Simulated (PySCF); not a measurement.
# Te: excitation energy in aug-cc-pVQZ-PP plus 1 even-tempered diffuse shell per l with ECP28

Aim: the excitation energy of tellurium from differences of total energies, at each level of theory, and how far each lands from the tabulated value where there is one.

Program: PySCF 2.14.0. Level of theory: unrestricted determinants in a Gaussian basis, no spin-orbit coupling in the energies. These are calculated values, not measurements, unless marked.

### 1 The atom as given

| Property | Result |
| --- | --- |
| Element | tellurium (Z = 52) |
| Basis | aug-cc-pVQZ-PP with one added diffuse shell each of s, p, d, f, g type with ECP28MDF (8s8p6d4f3g, 117 functions) |
| Hamiltonian | scalar relativity through the core potential |
| State 1 | Te: [Kr] 4d10 5s2 5p3 5d1, high-spin 5D determinant (an excited configuration) |
| Needed too, but not shown | Te [Kr] 4d10 5s2 5p4 (3P) |
| Methods | UHF, LDA, PBE, PBE0, r2SCAN, M06-2X, wB97X, wB97X-V, MP2 |
| Core shells frozen in the correlated runs | valence: 4s2 4p6 4d10 (for Te) |

Outer shells as boxes (Hund's rule):

Te [Kr] 4d10 5s2 5p3 5d1
```
[Kr] core
4d [↑↓][↑↓][↑↓][↑↓][↑↓]
5s [↑↓]
5p [↑ ][↑ ][↑ ]
5d [↑ ][  ][  ][  ][  ]
```

One driver process ran all states and methods and kept the integrals in memory. Each run is shown as a PySCF script that sums up its settings (the driver passes frozen orbitals as a list and adds second-order terms of double hybrids); the logs are those of the runs themselves. The driver starts from symmetry-adapted Hartree-Fock orbitals, holds the occupation by maximum overlap and uses a logarithmic radial grid for functionals, so a plain start would take other cycles.

The integrals over 117 functions and the set-up took 3.5 s of CPU time.

### 2 Te [Kr] 4d10 5s2 5p3 5d1, method by method

**UHF**

Input file input.py:

```python
from pyscf import gto, scf, dft, mp, cc
import basis_set_exchange as bse
txt = bse.get_basis("aug-cc-pVQZ-PP", elements=["Te"], fmt="nwchem", header=False, augment_diffuse=1)
cut = txt.index("\nECP")
mol = gto.M(atom="Te 0 0 0", charge=0, spin=4, symmetry="D2h",
            basis=gto.basis.parse(txt[:cut]),
            ecp={"Te": gto.basis.parse_ecp(txt[cut:])})
mf = scf.UHF(mol)
mf.irrep_nelec = {'Ag': (4, 4), 'B1g': (2, 1), 'B2g': (1, 1), 'B3g': (1, 1), 'B1u': (2, 1), 'B2u': (2, 1), 'B3u': (2, 1)}
mf.kernel()
```

**LDA**

Changes to input.py:

```diff
@@ -7,3 +7,3 @@
             ecp={"Te": gto.basis.parse_ecp(txt[cut:])})
-mf = scf.UHF(mol)
+mf = dft.UKS(mol, xc="LDA,VWN")
 mf.irrep_nelec = {'Ag': (4, 4), 'B1g': (2, 1), 'B2g': (1, 1), 'B3g': (1, 1), 'B1u': (2, 1), 'B2u': (2, 1), 'B3u': (2, 1)}
```

**PBE**

Changes to input.py:

```diff
@@ -7,3 +7,3 @@
             ecp={"Te": gto.basis.parse_ecp(txt[cut:])})
-mf = dft.UKS(mol, xc="LDA,VWN")
+mf = dft.UKS(mol, xc="PBE")
 mf.irrep_nelec = {'Ag': (4, 4), 'B1g': (2, 1), 'B2g': (1, 1), 'B3g': (1, 1), 'B1u': (2, 1), 'B2u': (2, 1), 'B3u': (2, 1)}
```

**PBE0**

Changes to input.py:

```diff
@@ -7,3 +7,3 @@
             ecp={"Te": gto.basis.parse_ecp(txt[cut:])})
-mf = dft.UKS(mol, xc="PBE")
+mf = dft.UKS(mol, xc="PBE0")
 mf.irrep_nelec = {'Ag': (4, 4), 'B1g': (2, 1), 'B2g': (1, 1), 'B3g': (1, 1), 'B1u': (2, 1), 'B2u': (2, 1), 'B3u': (2, 1)}
```

**r2SCAN**

Changes to input.py:

```diff
@@ -7,3 +7,3 @@
             ecp={"Te": gto.basis.parse_ecp(txt[cut:])})
-mf = dft.UKS(mol, xc="PBE0")
+mf = dft.UKS(mol, xc="R2SCAN")
 mf.irrep_nelec = {'Ag': (4, 4), 'B1g': (2, 1), 'B2g': (1, 1), 'B3g': (1, 1), 'B1u': (2, 1), 'B2u': (2, 1), 'B3u': (2, 1)}
```

**M06-2X**

Changes to input.py:

```diff
@@ -7,3 +7,3 @@
             ecp={"Te": gto.basis.parse_ecp(txt[cut:])})
-mf = dft.UKS(mol, xc="R2SCAN")
+mf = dft.UKS(mol, xc="M062X")
 mf.irrep_nelec = {'Ag': (4, 4), 'B1g': (2, 1), 'B2g': (1, 1), 'B3g': (1, 1), 'B1u': (2, 1), 'B2u': (2, 1), 'B3u': (2, 1)}
```

**wB97X**

Changes to input.py:

```diff
@@ -7,3 +7,3 @@
             ecp={"Te": gto.basis.parse_ecp(txt[cut:])})
-mf = dft.UKS(mol, xc="M062X")
+mf = dft.UKS(mol, xc="WB97X")
 mf.irrep_nelec = {'Ag': (4, 4), 'B1g': (2, 1), 'B2g': (1, 1), 'B3g': (1, 1), 'B1u': (2, 1), 'B2u': (2, 1), 'B3u': (2, 1)}
```

**wB97X-V**

Changes to input.py:

```diff
@@ -7,3 +7,3 @@
             ecp={"Te": gto.basis.parse_ecp(txt[cut:])})
-mf = dft.UKS(mol, xc="WB97X")
+mf = dft.UKS(mol, xc="WB97X_V")
 mf.irrep_nelec = {'Ag': (4, 4), 'B1g': (2, 1), 'B2g': (1, 1), 'B3g': (1, 1), 'B1u': (2, 1), 'B2u': (2, 1), 'B3u': (2, 1)}
```

**MP2 (valence)**

Changes to input.py:

```diff
@@ -7,4 +7,5 @@
             ecp={"Te": gto.basis.parse_ecp(txt[cut:])})
-mf = dft.UKS(mol, xc="WB97X_V")
+mf = scf.UHF(mol)
 mf.irrep_nelec = {'Ag': (4, 4), 'B1g': (2, 1), 'B2g': (1, 1), 'B3g': (1, 1), 'B1u': (2, 1), 'B2u': (2, 1), 'B3u': (2, 1)}
 mf.kernel()
+mp.UMP2(mf, frozen=9).kernel()
```

What does the calculation give?

As calculated:

```
                                     quantity                                               value
excitation energy, Te → [Kr] 4d10 5s2 5p3 5d1  UHF 5.871, MP2 (valence) 6.392 eV; reference 6.655
```

Accuracy by level (over 1 difference):

```tsv
method	mean absolute miss against the measured value (with the measured fine structure taken into account where it is known) (eV)
UHF	0.784
LDA	0.107
PBE	0.393
PBE0	0.291
r2SCAN	0.180
M06-2X	0.326
wB97X	0.407
wB97X-V	0.249
MP2 (valence)	0.262
SCS-MP2 (valence)	0.087
```

SCS-MP2 (valence) lands nearest to the measured value (off by 0.09 eV); UHF misses by most (0.78 eV). PBE is off by -0.39 eV. All values hold for this basis alone; no basis-set limit was taken.
